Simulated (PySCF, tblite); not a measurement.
**C₆H₁₁NOSi: geometry, infrared bands and NMR shifts**

Wanted: the infrared bands and NMR shifts of C₆H₁₁NOSi (`[H]/N=C\C[SiH2]O[C@]12C[C@H]1C2`), by calculation.

Computed with tblite 0.8.0 and PySCF 2.14.0, with density-fitted response routines of our own, on a single molecule in the gas phase. Atoms count from 0, in the outputs and in this text.

**1. The starting structure**

20 atoms, charge 0, multiplicity 1; geometry from: force field or distance geometry start.

Bonds of the start (Å): H0–N1 1.02, N1–C2 1.28, C2–C3 1.49, C3–Si4 1.84, Si4–O5 1.72, O5–C6 1.27, C6–C7 1.55, C7–C8 1.53, C8–C9 1.51, C8–C6 1.36, C9–C6 1.56, C2–H10 1.09, C3–H11 1.12, C3–H12 1.11, Si4–H13 1.47, Si4–H14 1.48, C7–H15 1.08, C7–H16 1.10, C8–H17 1.07, C9–H18 1.10, C9–H19 1.09.

**2. Geometry optimisation with GFN2-xTB**

What the job is given:

```
{"job": {"kind": "relax", "xc": "GFN2-xTB", "basis": "xTB"}, "charge": 0, "multiplicity": 1}
H      4.685100     0.757800    -0.160900
N      4.302500    -0.184500    -0.064500
C      3.034000    -0.361900    -0.055800
C      2.158700     0.836000    -0.224500
Si     0.446800     0.395800    -0.734000
O     -0.292600    -0.833100     0.210500
C     -1.495200    -0.481100     0.426100
C     -1.991200     0.793400     1.153600
C     -2.752600    -0.516400     0.930500
C     -2.690600    -0.669900    -0.565500
H      2.614700    -1.367800     0.050600
H      2.143600     1.476900     0.695900
H      2.607300     1.450900    -1.028300
H      0.339700     0.019900    -2.156200
H     -0.378300     1.616100    -0.577400
H     -2.123900     1.633100     0.487000
H     -1.583800     0.891900     2.169000
H     -3.387300    -1.039800     1.611900
H     -2.811700     0.198900    -1.231000
H     -2.830400    -1.685500    -0.940200
```

Run with:

```bash
$ OMP_NUM_THREADS=1 python probes_run.py task.json out
```

The driver reads the jobs from task.json and runs them one after another.

**Question.** This job is followed by: GFN2-xTB harmonic vibrations, gas phase; GIAO PBE0/pcSseg-1 NMR shielding, non-relativistic, gas phase. Predict these results of the whole session: strongest single infrared mode (GFN2-xTB); zero-point energy (GFN2-xTB); 13C shifts against TMS (PBE0/pcSseg-1, means over atoms taken as alike); 1H shifts against TMS (PBE0/pcSseg-1, means over atoms taken as alike); 15N shifts against NH3 (PBE0/pcSseg-1); 29Si shifts against TMS (PBE0/pcSseg-1); 17O shifts against H2O (PBE0/pcSseg-1); surface potential, 1st and 99th percentile.

The runs gave:

| quantity | value |
| --- | --- |
| strongest single infrared mode (GFN2-xTB) | 2225 cm⁻¹, 409 km/mol |
| zero-point energy (GFN2-xTB) | 97.0 kcal/mol |
| 13C shifts against TMS (PBE0/pcSseg-1, means over atoms taken as alike) | 174.0, 53.2, 35.5, 33.2, 4.0 ppm |
| 1H shifts against TMS (PBE0/pcSseg-1, means over atoms taken as alike) | 10.47, 8.02, 4.80, 1.99, 1.95, 1.75, 0.84 ppm |
| 15N shifts against NH3 (PBE0/pcSseg-1) | 359.3 ppm |
| 29Si shifts against TMS (PBE0/pcSseg-1) | -18.2 ppm |
| 17O shifts against H2O (PBE0/pcSseg-1) | 5.9 ppm |
| surface potential, 1st and 99th percentile | -1.97 V and 1.40 V |

**Reading.** The optimisation took 252 steps and gained 2.005 eV; among the close pairs (by a distance rule), C6–C8 changed most, from 1.355 to 1.491 Å. All 54 modes are real, so the xTB geometry is a minimum. The strongest single mode, at 2225 cm⁻¹, moves mainly H14 and H13. GFN2-xTB is a fitted tight-binding method: band positions and strengths are rough. Its intensities can rank the bands wrongly. At PBE0/pcSseg-1: Shielding is most anisotropic at N1 (span 626 ppm, paramagnetic term -411 ppm).
